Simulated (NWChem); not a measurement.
# BClF2 (chlorodifluoroborane), run twice

Wanted: the charge distribution of BClF2 (chlorodifluoroborane), SCAN0/jorge-DZP-DKH (sfX2C).

The calculation is run with NWChem 7.3.0.

2 further runs of the same task are left out: 1 that didn't finish, 1 set aside as unsound or not needed.

### 1 The system as given

BClF2: 4 atoms, total charge 0, spin state singlet. As SMILES, `FB(F)Cl`. The shape is that of a PBE0-D4/def2-TZVP optimisation.

Bond lengths: F1–B2 1.310 Å, B2–F3 1.310 Å, B2–Cl4 1.740 Å. Angles: F1–B2–F3 119.0°, F1–B2–Cl4 120.5°, F3–B2–Cl4 120.5°.

### 2 The input as first written

Contents of bclf2.nw:

```
start bclf2
title "BClF2"
memory 2200 mb

geometry units angstrom noautosym nocenter
 zmatrix
   F
   B 1 1.31045
   F 2 1.310267 1 119.00197
   Cl 2 1.73969 3 120.50141 1 179.99239
 end
end

basis spherical bse
 * library jorge-DZP-DKH
end

relativistic
 x2c on
end

dft
 xc pbepbe
 mult 1
 grid medium
 iterations 75
 noprint "final vectors analysis"
end

property
 mulliken
 dipole
end

task dft property
```

Command:

```console
$ nwchem bclf2.nw > bclf2.out
```

The program printed:

```text
Northwest Computational Chemistry Package (NWChem) 7.3.0
             --------------------------------------------------------

           Job information
           ---------------

    nwchem branch   = 7.3.0
    use scalapack   = T
    input           = bclf2.nw
    prefix          = bclf2.
    data base       = ./bclf2.db
    status          = startup
    nproc           =        1

           Memory information
           ------------------

    heap     =     72089594 doubles =      550.0 Mbytes
    stack    =     72089599 doubles =      550.0 Mbytes
    global   =    144179200 doubles =     1100.0 Mbytes (distinct from heap & stack)
    total    =    288358393 doubles =     2200.0 Mbytes
    verify   = yes
    hardfail = no

           Directory information
           ---------------------

  0 permanent = .
  0 scratch   = .

                                NWChem Input Module
                                -------------------

                                       BClF2
                                       -----

 Scaling coordinates for geometry "geometry" by  1.889725989
 (inverse scale =  0.529177249)

                             Geometry "geometry" -> ""
                             -------------------------

 Output coordinates in angstroms (scale by  1.889725989 to convert to a.u.)

[... 16 lines left out ...]
            Nuclear Dipole moment (a.u.)
[... 160 lines left out ...]
 [xm11-l    ],
 [cm11-l    ],
 [mn12-l    ],
 [mn12-sx   ],
 [m06-sx    ],
 [mn15-l    ],
 [mn15      ],
 [sogga     ],
 [xsogga    ],
 [csogga    ],
 [sogga11   ],
 [xsogga11  ],
 [csogga11  ],
 [sogga11-x ],
 [xsogga11-x],
 [csogga11-x],
 [n12       ],
 [xn12      ],
 [cn12      ],
 [n12-sx    ],
 [xbnl07    ],
 [becke97-d ],
 [xcamb88   ],
 [xcampbe96 ],
 [mp2       ],
 [b2plyp    ],
 [xcamlsd   ],
 [xwpbe     ],
 [ssb-d     ],
 [kt1       ],
 [kt2       ],
 [bhlyp     ],
 [b3p86     ],
 [b3pw91    ],
 [pbe96     ],
 [dldf      ],
 [srhfexch  ],
 [hse03     ],
 [s12g      ],
 [s12h      ],
 [cam-s12g  ],
 [cam-s12h  ],
 [becke86b  ],
 [xperdew86 ],
 [xmvs15    ],
 [cvpbe09   ],
 [mvs       ],
 [hle16     ],
 [scan      ],
 [scanl     ],
 [scan0     ],
 [lb94      ],
 [rscan     ],
 [xncap     ],
 [ncap      ],
 [r2scan    ],
 [r2scanl   ],
 [xscan     ],
 [cscan     ],
 [hcth147@tz],
 [wb97      ],
 [wb97x     ],
 [wb97x-d3  ],
 [xr2scan   ],
 [cr2scan   ],
 [r2scan0   ],
 [ncapr     ],
 ------------------------------------------------------------------------
 xc_input: invalid format                   0
 ------------------------------------------------------------------------
 ------------------------------------------------------------------------
  current input line :
    23:  xc pbepbe
 ------------------------------------------------------------------------
 ------------------------------------------------------------------------
 There is an error in the input file
 ------------------------------------------------------------------------

0:xc_input: invalid format:Received an Error in Communication
  Errorcode: -1
```

It took 0.48 s on 1 thread of AMD EPYC 9B45 (Zen 5), shared host; peak memory 0.075 GiB.

### 3 Diagnosis

The program broke off before the end.

The telling line is `xc_input: invalid format                   0`. Cause: the input names a functional that the program doesn't know.

### 4 Second attempt

Contents of bclf2.nw:

```
start bclf2
memory stack 880 mb heap 220 mb global 1100 mb
charge 0
geometry noautosym nocenter
   zmatrix
     F
     B 1 1.31045
     F 2 1.310267 1 119.00197
     Cl 2 1.73969 3 120.50141 1 179.99239
   end
end
basis spherical bse
   * library jorge-DZP-DKH
end
relativistic
   x2c on
end
dft
   xc hyb_mgga_x_scan0 mgga_c_scan
   grid medium
end
property
   mulliken
   dipole
end
task dft property
```

Command:

```console
$ nwchem bclf2.nw > bclf2.out
```

The program printed:

```text
[...]
          Wavefunction type:  closed shell.
          No. of atoms     :     4
          No. of electrons :    40
[...]
          Charge           :     0
          Spin multiplicity:     1
[...]
          AO basis - number of functions:    69
[...]
              XC Information
              --------------
          Using LibXC version      7.1.2
                     Hartree-Fock (Exact) Exchange  0.250
                                  hyb_mgga_x_scan0  1.000
                                       mgga_c_scan  1.000
[...]
 d= 0,ls=0.0,diis     1   -686.2570902752 -8.28D+02  1.61D-02  4.49D+02     0.6
[...]
 d= 0,ls=0.0,diis     8   -686.4716985870 -2.04D-08  3.27D-06  1.41D-07     3.1
         Total DFT energy =     -686.471698586984
      One electron energy =    -1231.936135122749
           Coulomb energy =      456.777878422905
    Exchange-Corr. energy =      -53.449749220049
 Nuclear repulsion energy =      142.136307332909
[...]
   Dipole moment        0.1790933431 Debye(s)
             DMX       -0.1538853191 DMXEFC        0.0000000000
             DMY        0.0001811198 DMYEFC        0.0000000000
             DMZ        0.0916171451 DMZEFC        0.0000000000
   -EFC- dipole         0.0000000000 DEBYE(S)
   Total dipole         0.1790933431 DEBYE(S)
[...]
```

Run time: 3.6 s. Hardware: 1 thread of AMD EPYC 9B45 (Zen 5), shared host; peak memory 0.12 GiB.

Atomic charges (e):

| atom | Mulliken |
| --- | --- |
| F1 | -0.100 |
| B2 | +0.290 |
| F3 | -0.100 |
| Cl4 | -0.090 |

### 5 What came out

Level: SCAN0/jorge-DZP-DKH (sfX2C).

| quantity | value |
| --- | --- |
| total energy | -686.47170 Eh |
| dipole moment | 0.18 D |
| HOMO energy | -10.14 eV |
| LUMO energy | 0.11 eV |
| HOMO–LUMO gap | 10.25 eV |
